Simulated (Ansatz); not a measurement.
# CH5F3Si2: one species, many methods

An exercise on one series of results from a longer session: the logs are not shown, and one member is left open.

Method: functionals in def2-TZVPP, the program's frozen cores in correlated methods; program: Ansatz 0.2.0, Gaussian basis.

Plan: LDA (SPW92), PBE-D4, revPBE-D4, BLYP-D4, r2SCAN-D4, B97M-V, PBE0-D4, B3LYP-D4, r2SCANh-D4, r2SCAN0-D4, HSE06-D4, BHLYP-D4, CAM-B3LYP-D4, LC-ωPBE, ωB97X-V, ωB97M-V, B2PLYP, PBE-QIDH; CCSD(T)/def2-SVP; CCSD(T)/def2-TZVPP; MP2/def2-QZVPP; extrapolation to the limit; RPA on PBE.

### The relaxed structure

All runs share one geometry, relaxed beforehand with PBE0-D4 in a triple-zeta def2 set.

SMILES `F[SiH2]C[SiH](F)F`, 11 atoms, charge 0, spin multiplicity 1.

Atoms are counted from 1 here; the program's logs count them from 0.

Bond lengths: F1–Si2 1.602 Å, Si2–C3 1.863 Å, Si2–H7 1.481 Å, Si2–H8 1.481 Å, C3–Si4 1.841 Å, C3–H9 1.097 Å, C3–H10 1.097 Å, Si4–F5 1.589 Å, Si4–F6 1.589 Å, Si4–H11 1.475 Å. Angles: F1–Si2–C3 108.2°, F1–Si2–H7 107.6°, F1–Si2–H8 107.6°, C3–Si2–H7 111.1°, C3–Si2–H8 111.1°, H7–Si2–H8 111.1°, Si2–C3–Si4 117.4°, Si2–C3–H9 108.2°, Si2–C3–H10 108.2°, Si4–C3–H9 107.7°, Si4–C3–H10 107.7°, H9–C3–H10 107.1°, C3–Si4–F5 109.5°, C3–Si4–F6 109.5°, C3–Si4–H11 114.7°, F5–Si4–F6 107.0°, F5–Si4–H11 107.9°, F6–Si4–H11 107.9°.

The first run:

Contents of in.yaml:

```yaml
crystal:
  periodic: [false, false, false]
  atoms:
    - {symbol: F, position_ang: [-0.349939, 2.047160, -2.031970]}
    - {symbol: Si, position_ang: [0.147928, 1.453487, -0.629512]}
    - {symbol: C, position_ang: [-0.367466, -0.334147, -0.539998]}
    - {symbol: Si, position_ang: [0.080158, -1.270627, 0.980221]}
    - {symbol: F, position_ang: [1.657419, -1.245243, 1.175421]}
    - {symbol: F, position_ang: [-0.557656, -0.558994, 2.250338]}
    - {symbol: H, position_ang: [1.622194, 1.585816, -0.584848]}
    - {symbol: H, position_ang: [-0.491144, 2.246907, 0.445244]}
    - {symbol: H, position_ang: [-1.457307, -0.383099, -0.653812]}
    - {symbol: H, position_ang: [0.069536, -0.860416, -1.397419]}
    - {symbol: H, position_ang: [-0.353723, -2.680853, 0.986335]}
basis:
  gaussian: {orbitals: def2-TZVPP}
hamiltonian: {xc: lda}
output: {orbitals: {seedname: orbitals}}
```

Run with:

```bash
> ansatz run in.yaml --threads 4 --pin off --events-out ev --progress --plain --max-ram 10444MiB
```

Among the steps run: LDA; PBE-D4 (GGA); revPBE-D4 (GGA); BLYP-D4 (GGA); r2SCAN-D4 (meta-GGA); B97M-V (meta-GGA); B3LYP-D4 (hybrid); r2SCANh-D4 (hybrid); r2SCAN0-D4 (hybrid); HSE06-D4 (hybrid); BHLYP-D4 (hybrid); CAM-B3LYP-D4 (range-separated); LC-ωPBE (range-separated); ωB97X-V (range-separated); ωB97M-V (range-separated); B2PLYP (double hybrid); PBE-QIDH (double hybrid).

One table of the session follows, with a row left open; its other results are not shown here.

It belongs to the step «Orbital energies across the functionals». 

| functional | HOMO (eV) | gap (eV) |
| --- | --- | --- |
| LDA (SPW92) | -8.02 | 6.82 |
| PBE-D4 | -7.90 | 7.01 |
| revPBE-D4 | -7.85 | 7.10 |
| BLYP-D4 | -7.80 | 7.05 |
| r2SCAN-D4 | -8.25 | 7.75 |
| B97M-V | -8.35 | 7.66 |
| PBE0-D4 | -9.31 | 9.31 |
| B3LYP-D4 | -9.09 | 8.87 |
| r2SCANh-D4 | -8.76 | 8.56 |
| r2SCAN0-D4 | -9.54 | 9.77 |
| HSE06-D4 | -8.91 | 8.53 |
| BHLYP-D4 | -10.63 | 11.52 |
| CAM-B3LYP-D4 | -10.71 | 11.70 |
| LC-ωPBE | ? | ? |
| ωB97X-V | -11.69 | 13.75 |
| ωB97M-V | -11.52 | 13.26 |

**Question.** Estimate the row for LC-ωPBE.

As computed: HOMO (eV): -12.04; gap (eV): 14.25. In the column «HOMO (eV)» it is the lowest.
